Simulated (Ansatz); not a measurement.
# ZrCl (doublet): wave-function methods side by side, def2-SVP

The task here is to estimate one member of a computed series from the others.

Method: def2-SVP, core rule «outside noble gas», up to 9 orbitals frozen; program: Ansatz 0.2.0, Gaussian basis.

To be run: UHF; CCSD(T) on ROHF; CCSD(T) on UHF; CISD; CCSDT(Q) on ROHF; CCSDT(Q) on UHF.

25 further runs of the same task are left out: 11 for a known fault of the program, 4 that didn't finish, 10 set aside as unsound or not needed.

## What is computed

The geometry is a PBE0/def2-TZVP stationary point (not a proven minimum) of the parent state, kept for this charge and spin. No spin-orbit coupling is included. Elements past krypton take def2 core potentials.

2 atoms, charge 0, spin multiplicity 2.

Atoms are counted from 1 here; the program's logs count them from 0.

Bond lengths: Zr1–Cl2 2.345 Å.

The first run:

The input, in.yaml:

```yaml
crystal:
  periodic: [false, false, false]
  atoms:
    - {symbol: Zr, position_ang: [0.000000, 0.000000, 0.000000]}
    - {symbol: Cl, position_ang: [0.000000, 0.000000, 2.344575]}
basis:
  gaussian: {orbitals: def2-SVP}
magnetization: {spin_polarized: true, initial_magnetization: 1}
hamiltonian: {xc: hf}
output: {orbitals: {seedname: orbitals}}
```

The run is started by

```sh
> ansatz run in.yaml --threads 1 --pin off --events-out ev --progress --plain --max-ram 2393MiB
```

Among the steps run: UHF; CCSD(T) on ROHF; CCSD(T) on UHF; CISD; CCSDT(Q) on ROHF; CCSDT(Q) on UHF.

One of the session's tables, all rows but one given; the rest of the session is left out.

```
   method  from RCCSDT(Q) (kcal/mol)
     ROHF                    +139.87
      UHF                    +130.19
     RMP2                     +22.18
     UMP2                     +22.21
    RCCSD                      +6.02
    UCCSD                          ?
 RCCSD(T)                      +1.26
 UCCSD(T)                      +0.62
   RCCSDT                      +0.28
   UCCSDT                      -0.32
RCCSDT(Q)                          0
UCCSDT(Q)                      -0.78
```

Estimate the missing values for UCCSD.

As computed: from RCCSDT(Q) (kcal/mol): +5.01. In the column «from RCCSDT(Q) (kcal/mol)» it lies between RCCSD(T) (+1.26) and RCCSD (+6.02).

Not comparable, so not listed: CISD (they don't share determinant, frozen orbitals or solution with the rows shown, or repeat one).

Caveats from the session: The determinant is far from a pure spin state, so its energy mixes those of several spin states (harmless only where they are near-degenerate, as at dissociation). Restricted and unrestricted rows rest on different reference determinants; where their highest levels disagree by more than a few hundredths of an eV, they describe different states and don't form one ladder.
